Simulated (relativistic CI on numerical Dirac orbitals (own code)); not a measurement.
# Rh³⁺ (4d6) in crystal fields: levels and magnetism

How does a crystal field split the 4d6 shell of Rh³⁺, and what follows for the ground state and χT? 6 fields tried.

The numbers are computed with relativistic CI on numerical Dirac orbitals (own code) version 1 (Dirac-Coulomb-Breit CI, KLI orbitals optimised for each configuration, model QED (radiative potential, 1s self-energy scaled to tabulated hydrogen-like ionisation energies), valence Slater integrals scaled by 0.8, one configuration in a parametric crystal field), except any that are marked as measured or tabulated.

## 1. Starting point

| Item | Value |
| --- | --- |
| ion | Rh³⁺ (Rh IV) |
| nuclear charge | 45 |
| electrons | 42 |
| open shell | 4d6 |
| Slater scale | 0.8 |
| field 1 (cm⁻¹) | Td, 10Dq = -5950 |
| field 2 (cm⁻¹) | D3d, 10Dq = 27650, Dsigma = -850, Dtau = -190 |
| field 3 (cm⁻¹) | Oh, 10Dq = 38800 |
| field 4 (cm⁻¹) | D4h, 10Dq = 29900, Ds = 410, Dt = -80 |
| field 5 (cm⁻¹) | D3d, 10Dq = 28900, Dsigma = -540, Dtau = 130 |
| field 6 (cm⁻¹) | Oh, 10Dq = 12350 |

The outer shells:

[Kr] 4d6
```
[Kr] core
4d [↑↓][↑ ][↑ ][↑ ][↑ ]
```

## 2. Field 1: Td, 10Dq = -5950

Input settings:

```ini
atom Rh  Z=45  charge=3  electrons=42
nucleus A=103  rms_radius_fm=4.4945
hamiltonian dirac-coulomb  breit=on  qed=on  c_scale=1
orbitals kli  potential=per-configuration
slater_scale 0.8
correlation none
mixing on
configurations
  [Kr] 4d6
end
crystal_field Td 10Dq=-5950
```

## 3. Field 2: D3d, 10Dq = 27650, Dsigma = -850, Dtau = -190

Settings: those of step 2 with these lines changed.

```diff
@@ -10,2 +10,2 @@
 end
-crystal_field Td 10Dq=-5950
+crystal_field D3d 10Dq=27650 Dsigma=-850 Dtau=-190
```

## 4. Field 3: Oh, 10Dq = 38800

Settings: those of step 3 with these lines changed.

```diff
@@ -10,2 +10,2 @@
 end
-crystal_field D3d 10Dq=27650 Dsigma=-850 Dtau=-190
+crystal_field Oh 10Dq=38800
```

## 5. Field 4: D4h, 10Dq = 29900, Ds = 410, Dt = -80

Settings: those of step 4 with these lines changed.

```diff
@@ -10,2 +10,2 @@
 end
-crystal_field Oh 10Dq=38800
+crystal_field D4h 10Dq=29900 Ds=410 Dt=-80
```

## 6. Field 5: D3d, 10Dq = 28900, Dsigma = -540, Dtau = 130

Settings: those of step 5 with these lines changed.

```diff
@@ -10,2 +10,2 @@
 end
-crystal_field D4h 10Dq=29900 Ds=410 Dt=-80
+crystal_field D3d 10Dq=28900 Dsigma=-540 Dtau=130
```

## 7. Field 6: Oh, 10Dq = 12350

Settings: those of step 6 with these lines changed.

```diff
@@ -10,2 +10,2 @@
 end
-crystal_field D3d 10Dq=28900 Dsigma=-540 Dtau=130
+crystal_field Oh 10Dq=12350
```

(Steps that only read results are left out.)

What does the calculation give? Wanted: ground spin.

As calculated:

| field | ground state | degeneracy | S | J | first gap (cm⁻¹) | stabilisation (cm⁻¹) | χT at 2 K | χT at 300 K |
| --- | --- | --- | --- | --- | --- | --- | --- | --- |
| 1: Td | A1 | 1 | 1.98 | 3.53 | 108 | -2657 | 0.107 | 3.754 |
| 2: D3d | A1 | 1 | 0.05 | 4.55 | 17057 | -36700 | 0.000 | 0.054 |
| 3: Oh | A1 | 1 | 0.02 | 4.53 | 29536 | -64660 | 0.000 | 0.036 |
| 4: D4h | A1 | 1 | 0.04 | 4.55 | 21025 | -44750 | 0.000 | 0.047 |
| 5: D3d | A1 | 1 | 0.04 | 4.55 | 20213 | -42593 | 0.000 | 0.048 |
| 6: Oh | T2 | 3 | 1.98 | 3.82 | 151 | -4562 | 3.146 | 3.857 |

χT is in cm³ K/mol; stabilisation counts from the free ion's lowest level; S and J come from the expectation values of their squares.

| quantity | value |
| --- | --- |
| ground spin (effective S from ⟨S²⟩) | 1: 1.98, 2: 0.05, 3: 0.02, 4: 0.04, 5: 0.04, 6: 1.98 |
| χT at 300 K | 0.04 to 3.86 cm³ K/mol |

The ground spin ranges from 0.02 to 1.98 over these fields. Fields 1, 2, 3, 4, 5 leave a non-degenerate ground state well apart, so χT falls towards zero on cooling. The field is a set of parameters, without covalency or charge transfer.
